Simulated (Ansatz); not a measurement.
# H7NSeSi2: the cost of one run

Computed with Ansatz 0.2.0 through its Python package. The levels of theory stand in the script.

### 1 The system

Bond lengths: N1–Si2 1.728 Å, Si2–Si3 2.211 Å, Si2–Se4 2.225 Å, N1–H5 1.030 Å, N1–H6 1.089 Å, Si2–H7 1.493 Å, Si3–H8 1.493 Å, Si3–H9 1.474 Å, Si3–H10 1.507 Å, Se4–H11 1.485 Å. Angles (14 of 16 angles, heavy atoms first): N1–Si2–Si3 108.5°, N1–Si2–Se4 111.7°, Si3–Si2–Se4 109.0°, N1–Si2–H7 109.4°, Si3–Si2–H7 109.3°, Se4–Si2–H7 108.9°, Si2–N1–H5 111.0°, Si2–N1–H6 109.5°, Si2–Si3–H8 109.7°, Si2–Si3–H9 112.2°, Si2–Si3–H10 110.3°, Si2–Se4–H11 93.5°, H5–N1–H6 103.1°, H8–Si3–H9 111.4°.

The script holds or builds the structure itself.

### 2 The code

File methods.py:

```python
"""One geometry of H7NSeSi2, method by method."""

from pathlib import Path

import ansatz
import numpy as np

GEOMETRY = """
N    -0.87900    1.64510   -0.41380
Si   -0.05410    0.13890   -0.60850
Si    0.59720   -0.56650    1.38290
Se   -1.36420   -1.40520   -1.53050
H    -0.23820    2.37610   -0.07220
H    -1.18340    2.02110   -1.38920
H     1.14350    0.33840   -1.47670
H     1.38510   -1.82570    1.23720
H    -0.53560   -0.74550    2.30850
H     1.52780    0.43630    2.01500
H    -0.33350   -2.47010   -1.43210
"""

h7nsesi2 = ansatz.Crystal.molecule()
for line in GEOMETRY.strip().splitlines():
    symbol, *xyz = line.split()
    h7nsesi2 = h7nsesi2.atom(symbol, [float(v) for v in xyz])

setup = h7nsesi2.calculation().basis(gaussian="def2-SVP")

print("functional    E (Ha)        dipole (D)   HOMO (eV)  LUMO (eV)")
for name in ["cam_b3lyp", "pbe0", "lda", "hse06", "r2scan", "b3lyp"]:
    r = setup.functional(name).forces().orbitals().run(threads=1, backend="cpu", runs_dir="runs").report
    lines = Path(r["orbitals_path"]).read_text().splitlines()
    field_of = lambda key: [line.split("=")[1].strip() for line in lines if line.startswith(key)]
    orbitals = [(27.211386 * float(e), s, float(n)) for e, s, n in zip(field_of("Ene="), field_of("Spin="), field_of("Occup="))]
    homo = max(e for e, _, n in orbitals if n > 0.5)
    lumo = min(e for e, _, n in orbitals if n < 0.5)
    dipole = 4.803205 * np.linalg.norm(r["charge_distribution"]["dipole_moment_e_ang"])
    print(f"{name:10s} {r['free_energy_ev'] / 27.211386246:14.6f} {dipole:9.3f} {homo:11.3f} {lumo:10.3f}")
```

### 3 The calls as engine input

The package turns the script's settings into the engine's input (first run):

```yaml
crystal:
  periodic: [false, false, false]
  atoms:
    - { symbol: "N", position_ang: [-0.879, 1.6451, -0.4138] }
    - { symbol: Si, position_ang: [-0.0541, 0.1389, -0.6085] }
    - { symbol: Si, position_ang: [0.5972, -0.5665, 1.3829] }
    - { symbol: Se, position_ang: [-1.3642, -1.4052, -1.5305] }
    - { symbol: H, position_ang: [-0.2382, 2.3761, -0.0722] }
    - { symbol: H, position_ang: [-1.1834, 2.0211, -1.3892] }
    - { symbol: H, position_ang: [1.1435, 0.3384, -1.4767] }
    - { symbol: H, position_ang: [1.3851, -1.8257, 1.2372] }
    - { symbol: H, position_ang: [-0.5356, -0.7455, 2.3085] }
    - { symbol: H, position_ang: [1.5278, 0.4363, 2.015] }
    - { symbol: H, position_ang: [-0.3335, -2.4701, -1.4321] }
basis:
  gaussian:
    orbitals: def2-SVP
hamiltonian:
  xc: cam_b3lyp
output:
  orbitals: {}
  forces: true
```

### 4 The run

Started as:

```
python methods.py
```

What time and memory should one allow on 1 thread of Arm Neoverse V1, shared host?

About 41 s, with a peak of 0.4 GiB.
